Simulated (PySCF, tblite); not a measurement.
**C5H6GeN2O2: geometry, infrared bands and NMR shifts**

Wanted: the infrared bands and NMR shifts of C5H6GeN2O2 (`O=Cc1cc(C=O)[n]([GeH3])n1`), by calculation.

Programs: tblite 0.8.0 and PySCF 2.14.0, with density-fitted response routines of our own. Each step states its level of theory. These are calculated values for one molecule in the gas phase, unless marked as measured. Atoms count from 0, in the outputs and in this text.

### Step 1. The molecule as given

16 atoms, charge 0, multiplicity 1; geometry from: force field or distance geometry start.

Bonds of the start (Å): O0–C1 1.25, C1–C2 1.47, C2–C3 1.39, C3–C4 1.38, C4–C5 1.46, C5–O6 1.26, C4–N7 1.34, N7–Ge8 1.87, N7–N9 1.33, N9–C2 1.33, C1–H10 1.09, C3–H11 1.07, C5–H12 1.10, Ge8–H13 1.57, Ge8–H14 1.54, Ge8–H15 1.56.

### Step 2. Geometry optimisation with GFN2-xTB

What the job is given:

```
{"job": {"kind": "relax", "xc": "GFN2-xTB", "basis": "xTB"}, "charge": 0, "multiplicity": 1}
O     -3.879700    -0.717500    -0.042800
C     -2.826600    -1.385000    -0.021800
C     -1.542500    -0.674700    -0.009300
C     -1.312200     0.692800    -0.050200
C      0.055100     0.860100    -0.020600
C      0.785700     2.121500    -0.051000
O      0.233100     3.252600    -0.086100
N      0.620400    -0.358900     0.012500
Ge     2.429300    -0.813900     0.043400
N     -0.350900    -1.265300     0.021500
H     -2.848800    -2.476400     0.011600
H     -2.081400     1.440600    -0.067800
H      1.880900     2.048500    -0.022300
H      2.680100    -2.048400     0.972600
H      2.953900    -1.048800    -1.389500
H      3.196000     0.381800     0.688300
```

On the command line:

```console
OMP_NUM_THREADS=1 python probes_run.py task.json out
```

One launch serves the whole session: the jobs run in the order shown.

**Question.** This job is followed by: GFN2-xTB harmonic vibrations, gas phase; GIAO PBE0/pcSseg-1 NMR shielding, non-relativistic, gas phase. Predict these results of the whole session: strongest single infrared mode (GFN2-xTB); zero-point energy (GFN2-xTB); 13C shifts against TMS (PBE0/pcSseg-1); 1H shifts against TMS (PBE0/pcSseg-1, means over atoms taken as alike); 17O shifts against H2O (PBE0/pcSseg-1); 15N shifts against NH3 (PBE0/pcSseg-1); 73Ge shifts against GeMe4 (PBE0/pcSseg-1); surface potential, 1st and 99th percentile.

The runs gave:

| quantity | value |
| --- | --- |
| strongest single infrared mode (GFN2-xTB) | 1751 cm⁻¹, 457 km/mol |
| zero-point energy (GFN2-xTB) | 61.3 kcal/mol |
| 13C shifts against TMS (PBE0/pcSseg-1) | 191.1, 181.3, 160.7, 152.7, 116.7 ppm |
| 1H shifts against TMS (PBE0/pcSseg-1, means over atoms taken as alike) | 10.46, 10.36, 7.84, 5.41 ppm |
| 17O shifts against H2O (PBE0/pcSseg-1) | 676.6, 665.9 ppm |
| 15N shifts against NH3 (PBE0/pcSseg-1) | 400.1, 245.8 ppm |
| 73Ge shifts against GeMe4 (PBE0/pcSseg-1) | -136 ppm |
| surface potential, 1st and 99th percentile | -1.58 V and 1.98 V |

Over 97 steps the energy fell by 0.574 eV; of the close pairs, Ge8–H13 changed most, 1.565 to 1.482 Å. All 42 modes are real, so the xTB geometry is a minimum. The strongest single mode, at 1751 cm⁻¹, moves mainly C1 and O0. GFN2-xTB is a fitted tight-binding method: band positions and strengths are rough. Its intensities can rank the bands wrongly. NICS(1)zz of -28 ppm above the planar ring from C2 marks a diatropic (aromatic) ring current. By nearest atom (PBE0/pcSseg-1), the HOMO sits on O0 65 %; H10 14 % and the LUMO on C5 26 %; O6 23 %. Spin-orbit coupling is left out, which matters for shieldings and couplings at and beside the heavy atoms.
